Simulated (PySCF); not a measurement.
# C6H6ClN: the cost of one run

Computed with PySCF 2.14.0, with density-fitted response routines of our own, on a single molecule, in the gas phase or a continuum. Atoms are numbered from 0 throughout.

## Step 1: The starting structure

14 atoms, charge 0, multiplicity 1; geometry from: GFN2-xTB. The atoms were then displaced at random by about 0.01 Å, so the start is not that level's minimum.

Bonds of the start (Å): N0–C1 1.40, C1–C2 1.40, C2–C3 1.33, C3–C4 1.39, C4–C5 1.39, C5–C6 1.39, C6–Cl7 1.75, C6–C1 1.40, N0–H8 0.97, N0–H9 1.01, C2–H10 1.08, C3–H11 1.10, C4–H12 1.11, C5–H13 1.08.

## Step 2: Relaxing the molecule at PBE0-D3(BJ)/def2-TZVP

What the job is given:

```
{"job": {"xc": "PBE0", "basis": "def2-TZVP", "d3": "d3bj", "grid": 2, "shake": 0.01, "kind": "geom"}, "charge": 0, "multiplicity": 1}
N      2.271920    -0.354700    -0.019870
C      0.885330    -0.162630    -0.027580
C      0.001920    -1.249510    -0.134420
C     -1.312700    -1.074900    -0.061610
C     -1.892670     0.178500     0.099380
C     -1.054550     1.287030     0.206710
C      0.326440     1.105400     0.141260
Cl     1.373770     2.503300     0.250510
H      2.603980    -1.175860    -0.404390
H      2.800950     0.495630    -0.175880
H      0.433880    -2.236480    -0.248050
H     -1.986540    -1.936980    -0.132450
H     -2.986890     0.329110     0.154480
H     -1.472010     2.277020     0.344170
```

Launch:

```
$ OMP_NUM_THREADS=1 python probes_run.py task.json out
```

The driver reads the jobs from task.json and runs them one after another.

**Question.** How long does this first job take on 1 thread of Intel Xeon 6975P-C, shared host, and how much memory does it need?

About 5 min, with a peak of 1.7 GiB.
